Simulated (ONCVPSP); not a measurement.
**An ONCV potential for tungsten, from input to tests**

Aim: build the potential from the settings below, then test how well it stands in for the atom: other configurations, scattering, ghost states and the plane-wave cutoff that it needs.

The numbers are computed with ONCVPSP 4.0.1 (PBEsol, fully relativistic, spin-unpolarised reference atom).

**1. The atom and the settings**

Typed settings, in words:

| Item | Value |
| --- | --- |
| element | tungsten (W, Z = 74) |
| type | optimised norm-conserving Vanderbilt (ONCV) |
| frozen core | [Kr] 4d10 4f14 |
| valence charge | 14 |
| reference configuration | 5s2 5p6 5d4 6s2 |
| partial waves | 5s+6s: rc 1.40 bohr, ncon 4, nbas 9, qcut 7.4 1/bohr, 2 projectors; 5p: rc 1.15 bohr, ncon 5, nbas 10, qcut 7.4 1/bohr, 2 projectors, debl 1.9 Ha; 5d: rc 2.30 bohr, ncon 4, nbas 9, qcut 6.5 1/bohr, 3 projectors, debl 2.3 Ha |
| local potential | polynomial inside 0.95 bohr (lpopt 5, dvloc0 0 Ha) |
| core correction | Teter function, fcfact 3.5, rcfact 1.55 |

An earlier all-electron run gives the scale for the radii.

All-electron outer shells of the reference configuration (PBEsol, scalar-relativistic, ld1.x):

```json
{"shell": "5s", "level (eV)": "-79.11", "outermost node (bohr)": "0.53", "outermost maximum (bohr)": "0.96"}
{"shell": "5p", "level (eV)": "-43.22", "outermost node (bohr)": "0.57", "outermost maximum (bohr)": "1.09"}
{"shell": "4f", "level (eV)": "-33.24", "outermost node (bohr)": "–", "outermost maximum (bohr)": "0.43"}
{"shell": "6s", "level (eV)": "-5.75", "outermost node (bohr)": "1.28", "outermost maximum (bohr)": "2.64"}
{"shell": "5d", "level (eV)": "-4.51", "outermost node (bohr)": "0.63", "outermost maximum (bohr)": "1.49"}
{"shell": "6p", "level (eV)": "-1.33", "outermost node (bohr)": "1.54", "outermost maximum (bohr)": "3.70"}
```

**2. Generating the potential**

Contents of W.dat:

```
# ATOM AND REFERENCE CONFIGURATION
# atsym  z   nc   nv     iexc    psfile
  W 74.00   10    4  -116133      upf
#
#   n    l    f
    1    0    2.00
    2    0    2.00
    2    1    6.00
    3    0    2.00
    3    1    6.00
    3    2   10.00
    4    0    2.00
    4    1    6.00
    4    2   10.00
    4    3   14.00
    5    0    2.00
    5    1    6.00
    5    2    4.00
    6    0    2.00
#
# PSEUDOPOTENTIAL AND OPTIMIZATION
# lmax
    2
#
#   l,   rc,      ep,       ncon, nbas, qcut
    0    1.40    0.00    4    9    7.40
    1    1.15    0.00    5   10    7.40
    2    2.30    0.00    4    9    6.50
#
# LOCAL POTENTIAL
# lloc, lpopt,  rc(5),   dvloc0
    4    5    0.95    0.00
#
# VANDERBILT-KLEINMAN-BYLANDER PROJECTORs
# l, nproj, debl
    0    2    1.20
    1    2    1.90
    2    3    2.30
#
# MODEL CORE CHARGE
# icmod, fcfact, rcfact
    3    3.50    1.55
#
# LOG DERIVATIVE ANALYSIS
# epsh1, epsh2, depsh
   -4.00    5.00    0.02
#
# OUTPUT GRID
# rlmax, drl
    6.00    0.01
#
# TEST CONFIGURATIONS
# ncnf
    4
# nvcnf
#   n    l    f
    4
    5    0    2.00
    5    1    6.00
    5    2    4.00
    6    0    1.00
#
    4
    5    0    2.00
    5    1    6.00
    5    2    4.00
    6    0    0.00
#
    4
    5    0    2.00
    5    1    6.00
    5    2    3.00
    6    0    0.00
#
    4
    5    0    2.00
    5    1    6.00
    5    2    3.00
    6    0    2.00
#
```

Launch:

```console
$ oncvpspr.x < W.dat > W.out
```

Q: Predict the outcome of this session. Wanted: cutoffs for 1 and 0.1 mHa per electron, occupied waves; bound ghosts; GHOST(+) flags; largest test error; largest phase difference near zero energy, channels read; rms error of d²Exc/dn², without and with the model core.

As calculated:

| quantity | value |
| --- | --- |
| cutoffs for 1 and 0.1 mHa per electron, occupied waves | 87 Ha and 232 Ha |
| bound ghosts | s at -52.16 eV, d5/2 at -1435.10 eV |
| GHOST(+) flags | p3/2 at 169 eV, p1/2 at 267 eV |
| largest test error (AE − PS) | +3.1 meV, for 5s2 5p6 5d3 6s0 |
| largest phase difference near zero energy, channels read | 0.001 rad |
| rms error of d²Exc/dn², without and with the model core | 9.22 and 2.82 mHa |

In words: It has a bound ghost (s, d5/2), a state that the atom doesn't have, and that rules the file out. By total energies transferability is very good: the largest error is 3.1 meV on 50.0 eV, for 5s2 5p6 5d3 6s0. Atomic tests can pass in spite of a ghost, since they solve only for the levels asked. It counts as very hard, with 87 Ha needed at the looser tolerance. The tighter tolerance needs 232 Ha, and converged work needs a cutoff nearer that. At the looser tolerance the 5p wave is the slowest; 5s needs 24 Ha. Near zero energy the phases of the channels with partial waves agree within 0.001 rad. The pseudo curves have a pole with no partner nearby in the atom's: s at -1.92 Ha. The program also flags highly localised states, GHOST(+) (p3/2, p1/2). Note that the frozen 4f shell (-33 eV) lies higher than the valence 5s shell (-79 eV).
